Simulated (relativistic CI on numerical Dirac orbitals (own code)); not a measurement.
# Ions with 46 electrons, Ta²⁷⁺ to Au³³⁺: levels along an isoelectronic sequence, part 2 of 2

Aim: follow the lowest levels of 46-electron ions as the nuclear charge grows, with one list of configurations.

Calculated with an in-house relativistic CI code, version 2; Dirac-Coulomb-Breit CI, KLI orbitals optimised for each configuration. Earlier steps stand in the parts before.

## 5. Os³⁰⁺ (Z = 76)

Input settings:

```ini
atom Os  Z=76  charge=30  electrons=46
nucleus A=192  rms_radius_fm=5.4126
hamiltonian dirac-coulomb  breit=on  qed=on  c_scale=1
orbitals kli  potential=per-configuration
slater_scale 1
correlation none
mixing on
configurations
  [Kr] 4d10
  [Kr] 4d9 4f
  [Kr] 4d9 5s
  [Kr] 4d9 5p
  [Ar] 3d10 4s2 4p5 4d10 4f
  [Kr] 4d8 5s2
  [Kr] 4d8 4f 5s
end
```

Main fields:

```text
{
  "status": "converged",
  "levels [i, E_cm, J2, conf, term, w_term, jj, w_jj, g, tau_s]": [
    [0, 0, 0, "4p6 4d10", "1S", 1, "closed", 1, "-", "-"],
    [1, 1611994.4, 0, "4p6 4d9 4f", "3P*", 1, "4d5/2^5 4f5/2", 1, "-", "-"],
    [2, 1631367.7, 2, "4p6 4d9 4f", "3P*", 0.8594, "4d5/2^5 4f5/2", 0.8389, 1.356, 1.614e-09],
    [3, 1668028.3, 4, "4p6 4d9 4f", "3P*", 0.495, "4d5/2^5 4f5/2", 0.6725, 1.288, 4.717e-05],
    [4, 1671138.7, 10, "4p6 4d9 4f", "3H*", 0.6043, "4d5/2^5 4f5/2", 0.9891, 1.022, "-"],
    [5, 1691828.6, 12, "4p6 4d9 4f", "3H*", 1, "4d5/2^5 4f7/2", 1, 1.163, 0.008342],
    [6, 1697474.7, 6, "4p6 4d9 4f", "3F*", 0.5812, "4d5/2^5 4f5/2", 0.8853, 1.112, "-"],
    [7, 1704044.9, 8, "4p6 4d9 4f", "3G*", 0.4457, "4d5/2^5 4f5/2", 0.9604, 1.022, 0.004281],
    [8, 1704111.9, 4, "4p6 4d9 4f", "1D*", 0.4791, "4d5/2^5 4f7/2", 0.6625, 0.9752, 2.05e-05],
    [9, 1732883.9, 8, "4p6 4d9 4f", "3F*", 0.6394, "4d5/2^5 4f7/2", 0.97, 1.143, 0.001252],
    [10, 1747427.3, 10, "4p6 4d9 4f", "3G*", 0.7704, "4d5/2^5 4f7/2", 0.9905, 1.152, 0.0007662],
    [11, 1755388.8, 6, "4p6 4d9 4f", "3D*", 0.4268, "4d5/2^5 4f7/2", 0.8534, 1.098, "-"],
    [12, 1765358.5, 2, "4p6 4d9 4f", "3D*", 0.8441, "4d3/2^3 4d5/2^6 4f5/2", 0.4331, 0.6432, 1.421e-11],
    [13, 1818137.3, 8, "4p6 4d9 4f", "3H*", 0.7229, "4d3/2^3 4d5/2^6 4f5/2", 0.9478, 0.8549, 2.152e-05],
    "... 26 more rows left out ..."
  ],
  "n_levels_all": 220,
  "total_energy [Ha]": -16800.625267,
  "configurations [conf, odd, states, E_av_cm, breit_Ha, qed_Ha, corr_Ha]": [
    ["4p6 4d10", 0, 1, 41.36, 18.82, 12.87, "-"],
    ["4p6 4d9 4f", 1, 140, 1.77633e+06, 18.79, 12.87, "-"],
    ["4p6 4d9 5s", 0, 20, 3.23577e+06, 18.81, 12.89, "-"],
    ["4p6 4d9 5p", 1, 60, 3.80097e+06, 18.82, 12.87, "-"],
    ["4p5 4d10 4f", 0, 84, 3.62988e+06, 18.75, 12.86, "-"],
    ["4p6 4d8 5s2", 0, 45, 6.54739e+06, 18.81, 12.91, "-"],
    ["4p6 4d8 4f 5s", 1, 1260, 5.0125e+06, 18.79, 12.89, "-"]
  ]
}
```

Run time: 0.64 s. Hardware: 1 thread, shared host.

## 6. Ir³¹⁺ (Z = 77)

Changes to the settings of step 5:

```diff
@@ -1,3 +1,3 @@
-atom Os  Z=76  charge=30  electrons=46
-nucleus A=192  rms_radius_fm=5.4126
+atom Ir  Z=77  charge=31  electrons=46
+nucleus A=193  rms_radius_fm=5.4032
 hamiltonian dirac-coulomb  breit=on  qed=on  c_scale=1
```

Main fields:

```text
{
  "status": "converged",
  "levels [i, E_cm, J2, conf, term, w_term, jj, w_jj, g, tau_s]": [
    [0, 0, 0, "4p6 4d10", "1S", 1, "closed", 1, "-", "-"],
    [1, 1651943.1, 0, "4p6 4d9 4f", "3P*", 1, "4d5/2^5 4f5/2", 1, "-", "-"],
    [2, 1672297.8, 2, "4p6 4d9 4f", "3P*", 0.8517, "4d5/2^5 4f5/2", 0.8464, 1.348, 1.776e-09],
    [3, 1710331.5, 4, "4p6 4d9 4f", "3P*", 0.4653, "4d5/2^5 4f5/2", 0.7092, 1.271, 4.901e-05],
    [4, 1712400.3, 10, "4p6 4d9 4f", "3H*", 0.5994, "4d5/2^5 4f5/2", 0.9901, 1.022, "-"],
    [5, 1736154.8, 12, "4p6 4d9 4f", "3H*", 1, "4d5/2^5 4f7/2", 1, 1.163, 0.005558],
    [6, 1739578.6, 6, "4p6 4d9 4f", "3F*", 0.5817, "4d5/2^5 4f5/2", 0.8937, 1.108, "-"],
    [7, 1746221.9, 8, "4p6 4d9 4f", "3G*", 0.4511, "4d5/2^5 4f5/2", 0.9651, 1.022, 0.004035],
    [8, 1748102.2, 4, "4p6 4d9 4f", "1D*", 0.4864, "4d5/2^5 4f7/2", 0.6981, 0.9862, 1.8e-05],
    [9, 1778232.8, 8, "4p6 4d9 4f", "3F*", 0.6417, "4d5/2^5 4f7/2", 0.9734, 1.144, 0.001014],
    [10, 1793070.7, 10, "4p6 4d9 4f", "3G*", 0.775, "4d5/2^5 4f7/2", 0.9915, 1.152, 0.0006242],
    [11, 1801100.8, 6, "4p6 4d9 4f", "3D*", 0.429, "4d5/2^5 4f7/2", 0.8649, 1.099, 0.0002453],
    [12, 1813380.6, 2, "4p6 4d9 4f", "3D*", 0.8347, "4d5/2^5 4f7/2", 0.4344, 0.6514, 1.242e-11],
    [13, 1870752.3, 8, "4p6 4d9 4f", "3H*", 0.7335, "4d3/2^3 4d5/2^6 4f5/2", 0.9534, 0.8524, 1.703e-05],
    "... 26 more rows left out ..."
  ],
  "n_levels_all": 220,
  "total_energy [Ha]": -17333.890216,
  "configurations [conf, odd, states, E_av_cm, breit_Ha, qed_Ha, corr_Ha]": [
    ["4p6 4d10", 0, 1, 41.1822, 19.7, 13.5, "-"],
    ["4p6 4d9 4f", 1, 140, 1.82471e+06, 19.67, 13.5, "-"],
    ["4p6 4d9 5s", 0, 20, 3.40505e+06, 19.69, 13.52, "-"],
    ["4p6 4d9 5p", 1, 60, 3.99877e+06, 19.7, 13.5, "-"],
    ["4p5 4d10 4f", 0, 84, 3.74172e+06, 19.63, 13.49, "-"],
    ["4p6 4d8 5s2", 0, 45, 6.88736e+06, 19.69, 13.54, "-"],
    ["4p6 4d8 4f 5s", 1, 1260, 5.22978e+06, 19.66, 13.52, "-"]
  ]
}
```

Run time: 0.64 s. Hardware: 1 thread, shared host.

## 7. Pt³²⁺ (Z = 78)

Changes to the settings of step 6:

```diff
@@ -1,3 +1,3 @@
-atom Ir  Z=77  charge=31  electrons=46
-nucleus A=193  rms_radius_fm=5.4032
+atom Pt  Z=78  charge=32  electrons=46
+nucleus A=195  rms_radius_fm=5.4270
 hamiltonian dirac-coulomb  breit=on  qed=on  c_scale=1
```

Main fields:

```text
{
  "status": "converged",
  "levels [i, E_cm, J2, conf, term, w_term, jj, w_jj, g, tau_s]": [
    [0, 0, 0, "4p6 4d10", "1S", 1, "closed", 1, "-", "-"],
    [1, 1691804.8, 0, "4p6 4d9 4f", "3P*", 1, "4d5/2^5 4f5/2", 1, "-", "-"],
    [2, 1713150.4, 2, "4p6 4d9 4f", "3P*", 0.8439, "4d5/2^5 4f5/2", 0.8535, 1.34, 1.992e-09],
    [3, 1752488, 4, "4p6 4d9 4f", "3D*", 0.4573, "4d5/2^5 4f5/2", 0.7436, 1.255, 5.137e-05],
    [4, 1753561.4, 10, "4p6 4d9 4f", "3H*", 0.5948, "4d5/2^5 4f5/2", 0.991, 1.022, "-"],
    [5, 1780612.4, 12, "4p6 4d9 4f", "3H*", 1, "4d5/2^5 4f7/2", 1, 1.163, 0.003793],
    [6, 1781586.7, 6, "4p6 4d9 4f", "3F*", 0.5818, "4d5/2^5 4f5/2", 0.9017, 1.104, "-"],
    [7, 1788289.6, 8, "4p6 4d9 4f", "3G*", 0.456, "4d5/2^5 4f5/2", 0.9692, 1.022, 0.003807],
    [8, 1792269.3, 4, "4p6 4d9 4f", "1D*", 0.4925, "4d5/2^5 4f7/2", 0.7317, 0.9973, 1.591e-05],
    [9, 1823707.4, 8, "4p6 4d9 4f", "3F*", 0.6438, "4d5/2^5 4f7/2", 0.9764, 1.145, 0.0008185],
    [10, 1838838.8, 10, "4p6 4d9 4f", "3G*", 0.7791, "4d5/2^5 4f7/2", 0.9924, 1.153, 0.0005084],
    [11, 1846928.6, 6, "4p6 4d9 4f", "3D*", 0.4313, "4d5/2^5 4f7/2", 0.8756, 1.101, 0.0002064],
    [12, 1861671.5, 2, "4p6 4d9 4f", "3D*", 0.8251, "4d5/2^5 4f7/2", 0.4462, 0.6597, 1.089e-11],
    [13, 1923947.9, 8, "4p6 4d9 4f", "3H*", 0.743, "4d3/2^3 4d5/2^6 4f5/2", 0.9583, 0.8502, 1.355e-05],
    "... 26 more rows left out ..."
  ],
  "n_levels_all": 220,
  "total_energy [Ha]": -17877.196284,
  "configurations [conf, odd, states, E_av_cm, breit_Ha, qed_Ha, corr_Ha]": [
    ["4p6 4d10", 0, 1, 41.0501, 20.61, 14.15, "-"],
    ["4p6 4d9 4f", 1, 140, 1.87339e+06, 20.58, 14.15, "-"],
    ["4p6 4d9 5s", 0, 20, 3.57754e+06, 20.6, 14.18, "-"],
    ["4p6 4d9 5p", 1, 60, 4.20092e+06, 20.61, 14.16, "-"],
    ["4p5 4d10 4f", 0, 84, 3.85551e+06, 20.53, 14.15, "-"],
    ["4p6 4d8 5s2", 0, 45, 7.23376e+06, 20.6, 14.2, "-"],
    ["4p6 4d8 4f 5s", 1, 1260, 5.45059e+06, 20.57, 14.18, "-"]
  ]
}
```

It took 0.63 s on 1 thread, shared host.

## 8. Au³³⁺ (Z = 79)

Changes to the settings of step 7:

```diff
@@ -1,3 +1,3 @@
-atom Pt  Z=78  charge=32  electrons=46
-nucleus A=195  rms_radius_fm=5.4270
+atom Au  Z=79  charge=33  electrons=46
+nucleus A=197  rms_radius_fm=5.4371
 hamiltonian dirac-coulomb  breit=on  qed=on  c_scale=1
```

Main fields:

```text
{
  "status": "converged",
  "levels [i, E_cm, J2, conf, term, w_term, jj, w_jj, g, tau_s]": [
    [0, 0, 0, "4p6 4d10", "1S", 1, "closed", 1, "-", "-"],
    [1, 1731588.8, 0, "4p6 4d9 4f", "3P*", 1, "4d5/2^5 4f5/2", 1, "-", "-"],
    [2, 1753933.7, 2, "4p6 4d9 4f", "3P*", 0.8363, "4d5/2^5 4f5/2", 0.8603, 1.332, 2.288e-09],
    [3, 1794504.4, 4, "4p6 4d9 4f", "3D*", 0.4718, "4d5/2^5 4f5/2", 0.7751, 1.239, 5.423e-05],
    [4, 1794631.8, 10, "4p6 4d9 4f", "3H*", 0.5906, "4d5/2^5 4f5/2", 0.9918, 1.022, "-"],
    [5, 1823507.9, 6, "4p6 4d9 4f", "3F*", 0.5817, "4d5/2^5 4f5/2", 0.9091, 1.101, "-"],
    [6, 1825220.2, 12, "4p6 4d9 4f", "3H*", 1, "4d5/2^5 4f7/2", 1, 1.163, 0.002643],
    [7, 1830258.9, 8, "4p6 4d9 4f", "3G*", 0.4604, "4d5/2^5 4f5/2", 0.9728, 1.022, 0.003595],
    [8, 1836635.1, 4, "4p6 4d9 4f", "1D*", 0.4975, "4d5/2^5 4f7/2", 0.7627, 1.008, 1.415e-05],
    [9, 1869327.4, 8, "4p6 4d9 4f", "3F*", 0.6457, "4d5/2^5 4f7/2", 0.979, 1.146, 0.0006599],
    [10, 1884750.9, 10, "4p6 4d9 4f", "3G*", 0.7828, "4d5/2^5 4f7/2", 0.9931, 1.154, 0.0004141],
    [11, 1892893, 6, "4p6 4d9 4f", "3D*", 0.4337, "4d5/2^5 4f7/2", 0.8856, 1.103, 0.0001737],
    [12, 1910250.3, 2, "4p6 4d9 4f", "3D*", 0.8154, "4d5/2^5 4f7/2", 0.4582, 0.668, 9.573e-12],
    [13, 1977756.9, 8, "4p6 4d9 4f", "3H*", 0.7515, "4d3/2^3 4d5/2^6 4f5/2", 0.9625, 0.8481, 1.083e-05],
    "... 26 more rows left out ..."
  ],
  "n_levels_all": 220,
  "total_energy [Ha]": -18430.713189,
  "configurations [conf, odd, states, E_av_cm, breit_Ha, qed_Ha, corr_Ha]": [
    ["4p6 4d10", 0, 1, 40.9621, 21.55, 14.84, "-"],
    ["4p6 4d9 4f", 1, 140, 1.92239e+06, 21.52, 14.84, "-"],
    ["4p6 4d9 5s", 0, 20, 3.75316e+06, 21.54, 14.86, "-"],
    ["4p6 4d9 5p", 1, 60, 4.40737e+06, 21.55, 14.84, "-"],
    ["4p5 4d10 4f", 0, 84, 3.97135e+06, 21.47, 14.83, "-"],
    ["4p6 4d8 5s2", 0, 45, 7.58638e+06, 21.54, 14.89, "-"],
    ["4p6 4d8 4f 5s", 1, 1260, 5.67484e+06, 21.51, 14.86, "-"]
  ]
}
```

It took 0.63 s on 1 thread, shared host.

## 9. Along the sequence

```
  ion  lowest level  LS (%)  jj (%)  excitation 1 (eV)  excitation 2 (eV)  excitation 3 (eV)
Ta²⁷⁺      4d10 1S0     100     100             184.92             186.97             190.96
 W²⁸⁺      4d10 1S0     100     100             189.92             192.08             196.26
Re²⁹⁺      4d10 1S0     100     100             194.90             197.18             201.55
Os³⁰⁺      4d10 1S0     100     100             199.86             202.26             206.81
Ir³¹⁺      4d10 1S0     100     100             204.81             207.34             212.05
Pt³²⁺      4d10 1S0     100     100             209.76             212.40             217.28
Au³³⁺      4d10 1S0     100     100             214.69             217.46             222.49
```

Levels followed by label (eV):

```
 Z  4d10 1S0  4d9 4f 3P°0  4d9 4f 3P°1  4d9 4f [4d5/2^5 4f5/2] J=5°  4d9 4f 3H°6  4d9 4f [4d5/2^5 4f5/2] J=3°
73      0.00       184.92       186.97                       191.76       193.34                       194.71
74      0.00       189.92       192.08                       196.92       198.81                       199.98
75      0.00       194.90       197.18                       202.07       204.28                       205.23
76      0.00       199.86       202.26                       207.19       209.76                       210.46
77      0.00       204.81       207.34                       212.31       215.26                       215.68
78      0.00       209.76       212.40                       217.41       220.77                       220.89
79      0.00       214.69       217.46                       222.51       226.30                       226.09
```

## 10. Summary of results

What follows sums up all 2 parts.

| quantity | value |
| --- | --- |
| lowest level, first ion | 4d10 1S0 |
| lowest level, last ion | 4d10 1S0 |
| changes of the lowest level | none |
| interval 3P°0 to 3P°1 | 16500 to 22340 cm⁻¹ |
| mean jj purity of the low levels | 85 to 94 % |

**Reading.** The lowest level stays 4d10 1S0 throughout. Over these ions the splitting within 4d9 4f 3P° follows Z^3.8. Only the listed configurations are in the model, so lower levels can be missing.
